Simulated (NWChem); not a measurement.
# AlFH6PSb: a chain of runs

Wanted: a single-point energy (singlet AlFH6PSb, B97-D-own D2/3-21G), then a single-point energy (singlet AlFH3Sb, B97-D-own D2/3-21G), then the energy (singlet H3P, B97-D-own D2/3-21G), then a single-point energy (singlet AlFH3Sb, B97-D-own D2/3-21G), then a single-point energy (singlet H3P, B97-D-own D2/3-21G) of AlFH6PSb and its partners. 

Program for the calculation: NWChem 7.3.0.

## (1) The molecule

The species is AlFH6PSb (10 atoms), typed as a singlet with charge 0.

Bond lengths: F1–Al2 1.653 Å, Al2–Sb3 2.636 Å, Al2–H4 1.582 Å, Sb3–H5 1.710 Å, Sb3–H6 1.709 Å, P7–H8 1.420 Å, P7–H9 1.420 Å, P7–H10 1.420 Å. Angles: F1–Al2–Sb3 116.3°, F1–Al2–H4 116.4°, Sb3–Al2–H4 127.3°, Al2–Sb3–H5 88.3°, Al2–Sb3–H6 87.8°, H5–Sb3–H6 91.6°, H8–P7–H9 93.1°, H8–P7–H10 93.1°, H9–P7–H10 93.1°.

## (2) The energy at B97-D-own D2/3-21G (pair key 5c62e091b8, separation 0.8) (run 1)

Contents of calc.nw:

```
start calc
title "AlFH6PSb B97-D"
memory 2200 mb

geometry units angstrom noautosym nocenter noautoz
   F     -1.121620    -1.621770     1.270000
   Al    -0.343120    -1.028670    -0.062100
   Sb     1.272880     1.014330     0.342500
   H     -0.601820    -1.790070    -1.424000
   H      0.835080     1.602630    -1.202200
   H     -0.041420     1.823530     1.075800
   P     -2.671750     0.732700     0.093540
   H     -3.753910     1.368550    -0.570080
   H     -1.794140     0.904420    -1.009210
   H     -2.247230     1.935140     0.717700
end

basis spherical bse
   * library 3-21G
end

dft
   xc becke97-d
   grid fine
   convergence energy 1e-08
   iterations 100
   mulliken
   print low
end

task dft
```

Run with:

```bash
$ nwchem calc.nw > calc.out
```

What it wrote:

```text
Northwest Computational Chemistry Package (NWChem) 7.3.0
             --------------------------------------------------------

           Job information
           ---------------

    nwchem branch   = 7.3.0
    use scalapack   = T
    input           = calc.nw
    prefix          = calc.
    data base       = ./calc.db
    status          = startup
    nproc           =        1

           Memory information
           ------------------

    heap     =     72089596 doubles =      550.0 Mbytes
    stack    =     72089601 doubles =      550.0 Mbytes
    global   =    144179200 doubles =     1100.0 Mbytes (distinct from heap & stack)
    total    =    288358397 doubles =     2200.0 Mbytes
    verify   = yes
    hardfail = no

[... 39 lines left out ...]
            Nuclear Dipole moment (a.u.)
[... 92 lines left out ...]
   convergence    iter        energy       DeltaE   RMS-Dens  Diis-err    time
[... 14 lines left out ...]
         Total DFT energy =    -6975.438375864021
      One electron energy =   -10626.664182152994
           Coulomb energy =     3369.790945873663
    Exchange-Corr. energy =     -224.467335418700
 Nuclear repulsion energy =      505.915347003528
[... 19 lines left out ...]
     -------------------------------------------
      Total Density - Lowdin Population Analysis
     -------------------------------------------

    Atom       Charge   Shell Charges
 -----------   ------   -------------------------------------------------------
    1 F    9     9.27   1.98  0.61  2.49  1.23  2.97
    2 Al  13    12.67   2.00  1.96  5.82  0.60  1.14  0.45  0.71
    3 Sb  51    50.91   2.00  2.00  6.00  1.98  5.97  1.98  5.74  0.96  1.91  0.71  1.66 10.00  9.99
[... 6 lines of this table left out ...]
   10 H    1     0.99   0.45  0.54

 Task  times  cpu:       13.1s     wall:       13.1s
 Total times  cpu:       13.1s     wall:       13.1s
```

Run time: 14 s. Hardware: 1 thread of Intel Xeon Platinum 8488C (Sapphire Rapids), shared host; peak memory 0.12 GiB.

## (3) AlFH3Sb: the energy at B97-D-own D2/3-21G (pair key 5c62e091b8, separation 0.8) (run 2)

Contents of nw.nw:

```
start nw
title "AlFH3Sb B97-D"
memory 2200 mb
charge 0
geometry units angstroms noautosym nocenter noautoz
  F       -1.121620      -1.621770       1.270000
  Al      -0.343120      -1.028670      -0.062100
  Sb       1.272880       1.014330       0.342500
  H       -0.601820      -1.790070      -1.424000
  H        0.835080       1.602630      -1.202200
  H       -0.041420       1.823530       1.075800
end
basis spherical bse
  * library 3-21G
end
dft
  xc becke97-d
  grid fine
  convergence energy 1e-08
  iterations 100
  mulliken
  print low
end
task dft energy
```

Run with:

```bash
$ nwchem nw.nw > nw.out
```

What it wrote:

```text
Northwest Computational Chemistry Package (NWChem) 7.3.0
             --------------------------------------------------------

           Job information
           ---------------

    nwchem branch   = 7.3.0
    use scalapack   = T
    input           = nw.nw
    prefix          = nw.
    data base       = ./nw.db
    status          = startup
    nproc           =        1

           Memory information
           ------------------

    heap     =     72089596 doubles =      550.0 Mbytes
    stack    =     72089601 doubles =      550.0 Mbytes
    global   =    144179200 doubles =     1100.0 Mbytes (distinct from heap & stack)
    total    =    288358397 doubles =     2200.0 Mbytes
    verify   = yes
    hardfail = no

[... 39 lines left out ...]
            Nuclear Dipole moment (a.u.)
[... 90 lines left out ...]
   convergence    iter        energy       DeltaE   RMS-Dens  Diis-err    time
[... 13 lines left out ...]
         Total DFT energy =    -6634.057863216778
      One electron energy =    -9720.605719352379
           Coulomb energy =     2998.103568503990
    Exchange-Corr. energy =     -200.149538231968
 Nuclear repulsion energy =      288.597487419807
[... 20 lines left out ...]
     -------------------------------------------
      Total Density - Lowdin Population Analysis
     -------------------------------------------

    Atom       Charge   Shell Charges
 -----------   ------   -------------------------------------------------------
    1 F    9     9.26   1.98  0.61  2.49  1.23  2.96
    2 Al  13    12.59   2.00  1.96  5.82  0.61  1.12  0.45  0.63
    3 Sb  51    50.90   2.00  2.00  6.00  1.98  5.97  1.98  5.74  0.97  1.90  0.71  1.67 10.00  9.99
    4 H    1     1.12   0.44  0.69
    5 H    1     1.06   0.43  0.63
    6 H    1     1.06   0.43  0.63

 Task  times  cpu:        5.7s     wall:        5.7s
 Total times  cpu:        5.7s     wall:        5.7s
```

Wall time 6.6 s (1 thread of Intel Xeon Platinum 8488C (Sapphire Rapids), shared host); peak memory 0.12 GiB.

## (4) H3P: a single-point energy at B97-D-own D2/3-21G (pair key 5c62e091b8, separation 0.8) (run 3)

Contents of mymol.nw:

```
start mymol
title "H3P energy"
memory 2200 mb

geometry units au noautosym nocenter noautoz
   P     -5.04887577     1.38460233     0.17676498
   H     -7.09386180     2.58618469    -1.07729507
   H     -3.39043323     1.70910610    -1.90713050
   H     -4.24664924     3.65688461     1.35625644
end

basis spherical bse
   * library 3-21G
end

dft
   xc becke97-d
   mult 1
   grid fine
   convergence energy 1e-08
   maxiter 100
   mulliken
   print low
end

task dft energy
```

Run with:

```bash
$ nwchem mymol.nw > mymol.out
```

What it wrote:

```text
Northwest Computational Chemistry Package (NWChem) 7.3.0
             --------------------------------------------------------

           Job information
           ---------------

    nwchem branch   = 7.3.0
    use scalapack   = T
    input           = mymol.nw
    prefix          = mymol.
    data base       = ./mymol.db
    status          = startup
    nproc           =        1

           Memory information
           ------------------

    heap     =     72089596 doubles =      550.0 Mbytes
    stack    =     72089601 doubles =      550.0 Mbytes
    global   =    144179200 doubles =     1100.0 Mbytes (distinct from heap & stack)
    total    =    288358397 doubles =     2200.0 Mbytes
    verify   = yes
    hardfail = no

[... 32 lines left out ...]
            Nuclear Dipole moment (a.u.)
[... 79 lines left out ...]
   convergence    iter        energy       DeltaE   RMS-Dens  Diis-err    time
[... 9 lines left out ...]
         Total DFT energy =     -341.383273015083
      One electron energy =     -506.534480543367
           Coulomb energy =      171.905790457545
    Exchange-Corr. energy =      -24.295527610447
 Nuclear repulsion energy =       17.542636119900
[... 3 lines left out ...]
 Numeric. integr. density =       17.999999699656

     Total iterative time =      0.8s

     ---------------------------------------------
      Total Density - Mulliken Population Analysis
     ---------------------------------------------

    Atom       Charge   Shell Charges
 -----------   ------   -------------------------------------------------------
    1 P   15    15.06   2.00  1.97  5.86  0.87  1.94  1.03  1.38
    2 H    1     0.98   0.45  0.53
    3 H    1     0.98   0.45  0.53
    4 H    1     0.98   0.45  0.53

     -------------------------------------------
      Total Density - Lowdin Population Analysis
     -------------------------------------------

    Atom       Charge   Shell Charges
 -----------   ------   -------------------------------------------------------
    1 P   15    14.97   2.00  1.96  5.79  0.83  1.83  0.77  1.79
    2 H    1     1.01   0.45  0.56
    3 H    1     1.01   0.45  0.56
    4 H    1     1.01   0.45  0.56

 Task  times  cpu:        0.8s     wall:        0.8s
 Total times  cpu:        0.9s     wall:        0.9s
```

Wall time 1.5 s (1 thread of Intel Xeon Platinum 8488C (Sapphire Rapids), shared host); peak memory 0.11 GiB.

## (5) AlFH3Sb among ghost functions: a single-point energy at B97-D-own D2/3-21G (pair key 5c62e091b8, separation 0.8, with ghost functions) (run 4)

Contents of mol.nw:

```
start mol
title "AlFH3Sb"
memory total 2200 mb

geometry units atomic noautosym nocenter noautoz
F   -2.11955462  -3.06470114   2.39995218
Al  -0.64840283  -1.94390457  -0.11735199
Sb   2.40539459   1.91680590   0.64723120
H   -1.13727498  -3.38274204  -2.69097000
H    1.57807249   3.02853178  -2.27182875
H   -0.07827246   3.44597228   2.03296736
bqP     -5.048876     1.384602     0.176765
bqH     -7.093862     2.586185    -1.077295
bqH     -3.390433     1.709106    -1.907131
bqH     -4.246649     3.656885     1.356256
end

basis spherical bse
F library 3-21G
Al library 3-21G
Sb library 3-21G
H library 3-21G
bqP library P 3-21G
bqH library H 3-21G
end

dft
xc becke97-d
grid fine
convergence energy 1e-08
iterations 100
mulliken
print low
end

task dft energy
```

Run with:

```bash
$ nwchem mol.nw > mol.out
```

What it wrote:

```text
Northwest Computational Chemistry Package (NWChem) 7.3.0
             --------------------------------------------------------

           Job information
           ---------------

    nwchem branch   = 7.3.0
    use scalapack   = T
    input           = mol.nw
    prefix          = mol.
    data base       = ./mol.db
    status          = startup
    nproc           =        1

           Memory information
           ------------------

    heap     =     72089596 doubles =      550.0 Mbytes
    stack    =     72089601 doubles =      550.0 Mbytes
    global   =    144179200 doubles =     1100.0 Mbytes (distinct from heap & stack)
    total    =    288358397 doubles =     2200.0 Mbytes
    verify   = yes
    hardfail = no

[... 35 lines left out ...]
            Nuclear Dipole moment (a.u.)
[... 128 lines left out ...]
   convergence    iter        energy       DeltaE   RMS-Dens  Diis-err    time
[... 13 lines left out ...]
         Total DFT energy =    -6634.063908320982
      One electron energy =    -9720.517731807457
           Coulomb energy =     2998.000240420413
    Exchange-Corr. energy =     -200.140221929203
 Nuclear repulsion energy =      288.597466550304
[... 19 lines left out ...]
     -------------------------------------------
      Total Density - Lowdin Population Analysis
     -------------------------------------------

    Atom       Charge   Shell Charges
 -----------   ------   -------------------------------------------------------
    1 F    9     9.26   1.98  0.61  2.49  1.23  2.96
    2 Al  13    12.55   2.00  1.96  5.82  0.61  1.11  0.44  0.61
    3 Sb  51    50.89   2.00  2.00  6.00  1.98  5.97  1.98  5.74  0.96  1.90  0.71  1.65 10.00  9.99
[... 6 lines of this table left out ...]
   10 X    0     0.01   0.00  0.01

 Task  times  cpu:       11.7s     wall:       11.7s
 Total times  cpu:       11.7s     wall:       11.7s
```

It took 13 s on 1 thread of Intel Xeon Platinum 8488C (Sapphire Rapids), shared host; peak memory 0.12 GiB.

## (6) H3P among ghost functions: the energy at B97-D-own D2/3-21G (pair key 5c62e091b8, separation 0.8, with ghost functions) (run 5)

Contents of h3p.nw:

```
start h3p
title "H3P"
memory total 2200 mb
charge 0

geometry units bohr noautosym nocenter noautoz
   P     -5.04887577     1.38460233     0.17676498
   H     -7.09386180     2.58618469    -1.07729507
   H     -3.39043323     1.70910610    -1.90713050
   H     -4.24664924     3.65688461     1.35625644
   bqF     -2.119555    -3.064701     2.399952
   bqAl    -0.648403    -1.943905    -0.117352
   bqSb     2.405395     1.916806     0.647231
   bqH     -1.137275    -3.382742    -2.690970
   bqH      1.578072     3.028532    -2.271829
   bqH     -0.078272     3.445972     2.032967
end

basis spherical bse
   P library 3-21G
   H library 3-21G
   bqF library F 3-21G
   bqAl library Al 3-21G
   bqSb library Sb 3-21G
   bqH library H 3-21G
end

dft
   xc becke97-d
   grid fine
   convergence energy 1e-08
   maxiter 100
   mulliken
   print low
end

task dft energy
```

Run with:

```bash
$ nwchem h3p.nw > h3p.out
```

What it wrote:

```text
Northwest Computational Chemistry Package (NWChem) 7.3.0
             --------------------------------------------------------

           Job information
           ---------------

    nwchem branch   = 7.3.0
    use scalapack   = T
    input           = h3p.nw
    prefix          = h3p.
    data base       = ./h3p.db
    status          = startup
    nproc           =        1

           Memory information
           ------------------

    heap     =     72089596 doubles =      550.0 Mbytes
    stack    =     72089601 doubles =      550.0 Mbytes
    global   =    144179200 doubles =     1100.0 Mbytes (distinct from heap & stack)
    total    =    288358397 doubles =     2200.0 Mbytes
    verify   = yes
    hardfail = no

[... 33 lines left out ...]
            Nuclear Dipole moment (a.u.)
[... 164 lines left out ...]
   convergence    iter        energy       DeltaE   RMS-Dens  Diis-err    time
[... 9 lines left out ...]
         Total DFT energy =     -341.385834032943
      One electron energy =     -506.499967246839
           Coulomb energy =      171.863432308293
    Exchange-Corr. energy =      -24.290243775585
 Nuclear repulsion energy =       17.542636119900
[... 7 lines left out ...]
     ---------------------------------------------
      Total Density - Mulliken Population Analysis
     ---------------------------------------------

    Atom       Charge   Shell Charges
 -----------   ------   -------------------------------------------------------
    1 P   15    15.05   2.00  1.97  5.86  0.87  1.95  1.03  1.36
    2 H    1     0.99   0.45  0.53
    3 H    1     0.98   0.45  0.53
[... 6 lines of this table left out ...]
   10 X    0    -0.00   0.00 -0.00

     -------------------------------------------
      Total Density - Lowdin Population Analysis
     -------------------------------------------

    Atom       Charge   Shell Charges
 -----------   ------   -------------------------------------------------------
    1 P   15    14.84   2.00  1.96  5.79  0.82  1.83  0.72  1.72
    2 H    1     1.01   0.45  0.56
    3 H    1     0.98   0.45  0.53
[... 6 lines of this table left out ...]
   10 X    0     0.00   0.00  0.00

 Task  times  cpu:        7.3s     wall:        7.3s
 Total times  cpu:        7.3s     wall:        7.3s
```

Wall time 8.1 s (1 thread of Intel Xeon Platinum 8488C (Sapphire Rapids), shared host); peak memory 0.12 GiB.

## (7) Summary of results

| quantity | value |
| --- | --- |
| run 1, B97-D-own D2/3-21G: total energy | -6975.43838 Eh |
| run 1, B97-D-own D2/3-21G: dispersion energy | -34.53 kJ/mol |
| AlFH3Sb: total energy | -6634.05786 Eh |
| AlFH3Sb: dispersion energy | -9.61 kJ/mol |
| H3P: total energy | -341.38327 Eh |
| H3P: dispersion energy | -4.44 kJ/mol |
| AlFH3Sb among ghost functions: total energy | -6634.06391 Eh |
| AlFH3Sb among ghost functions: dispersion energy | -9.61 kJ/mol |
| H3P among ghost functions: total energy | -341.38583 Eh |
| H3P among ghost functions: dispersion energy | -4.44 kJ/mol |
| interaction energy of the rigid parts AlFH3Sb and H3P (parts in their own basis) | 0.075 eV |
| interaction energy of the rigid parts AlFH3Sb and H3P (parts in the whole basis, counterpoise) | 0.309 eV |

The interaction energy of the rigid parts AlFH3Sb and H3P (parts in their own basis) is 0.08 eV (1.7 kcal/mol): the parts repel at this shape. The interaction energy of the rigid parts AlFH3Sb and H3P (parts in the whole basis, counterpoise) is 0.31 eV (29.8 kJ/mol): the parts repel at this shape. The basis-set superposition error is 22.6 kJ/mol. Relativity is left out although the molecule holds a heavy atom. Mulliken charges (AlFH3Sb) run from -0.37 on F1 to +0.72 on Al2; they depend strongly on the basis.
